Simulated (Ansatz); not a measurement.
# Si2W: the cost of one run

Program: Ansatz 0.2.0. Level of theory: DFT r2SCAN, scalar-relativistic, plane waves, PAW. These are calculated values, not measurements.

**1. The structure to begin with**

The structure is hexagonal, space group P6_222 (No. 180). Conventional cell: a = 4.580 Å, b = 4.580 Å, c = 6.609 Å, α = 90.00°, β = 90.00°, γ = 120.00°. Si (site symmetry 2) is surrounded by 5 Si at 2.56 to 2.67 Å and 5 W at 2.58 to 2.67 Å. Around W (site symmetry 222) lie 10 Si at 2.58 to 2.67 Å.

As a file:

```cif
data_structure
_symmetry_space_group_name_H-M 'P6_222'
_symmetry_Int_Tables_number 180
_cell_length_a 4.5797
_cell_length_b 4.5797
_cell_length_c 6.6092
_cell_angle_alpha 90.000
_cell_angle_beta 90.000
_cell_angle_gamma 120.000
_cell_volume 120.05
loop_
_atom_site_label
_atom_site_type_symbol
_atom_site_symmetry_multiplicity
_atom_site_Wyckoff_symbol
_atom_site_fract_x
_atom_site_fract_y
_atom_site_fract_z
_atom_site_occupancy
Si1 Si 6 j 0.83640 0.67281 0.50000 1
W1 W 3 d 0.00000 0.50000 0.16667 1
```

It goes back to an entry of the Materials Project, which need not be the stable form.

This cell was relaxed beforehand with the same method: volume 13.34 Å³/atom, gap on the mesh 0.12 eV.

**2. The reference cell**

Reference values: F = -35028.4560 eV; pressure -0.01 GPa; largest force 0.003 eV/Å; gap on the mesh 0.12 eV. It was computed beforehand with the settings of the runs below.

**3. The scan: random displacements**

All atoms are moved at random with no net shift, in some cells together with a random strain.

**4. Point rms move = 0.162 Å**

The input, input.yaml:

```yaml
crystal:
  lattice:
    - [4.5441761468, 0.0747629588, 0.0366433208]
    - [-2.2073414519, 3.9190166653, -0.0005071014]
    - [0.052881601, 0.029686173, 6.6437419937]
  atoms:
    - { symbol: Si, position: [0.8838549871, 0.7155715161, 0.4956148685] }
    - { symbol: Si, position: [0.1655628872, 0.8486479832, 0.8365023129] }
    - { symbol: Si, position: [0.6906473145, 0.8437857702, 0.1684336202] }
    - { symbol: Si, position: [0.1972518045, 0.3335567678, 0.4744932122] }
    - { symbol: Si, position: [0.8233067352, 0.132313261, 0.8360849943] }
    - { symbol: Si, position: [0.3534703659, 0.1885170475, 0.1879561098] }
    - { symbol: W, position: [-0.0241246265, 0.488264787, 0.1734019795] }
    - { symbol: W, position: [0.4565565776, 0.4878625191, 0.837358924] }
    - { symbol: W, position: [0.4534739545, -0.038519652, 0.4901539786] }
basis:
  ecutwfc: 500
kpoints:
  mp_grid: { grid: [12, 12, 6] }
hamiltonian:
  xc: r2scan
scf:
  occupations: { method: gaussian, width: 0.03 }
output:
  forces: true
  stress: true
  eigenvalues: true
```

Launch:

```
$ ansatz run input.yaml --threads 2 --pin off --max-ram 5120MiB --backend cpu --events-out ev --progress --plain --runs-dir out
```

What time and memory should one allow on 2 threads of Intel Xeon 6975P-C (Granite Rapids), shared host?

About 1.8 min, with a peak of 2.1 GiB.
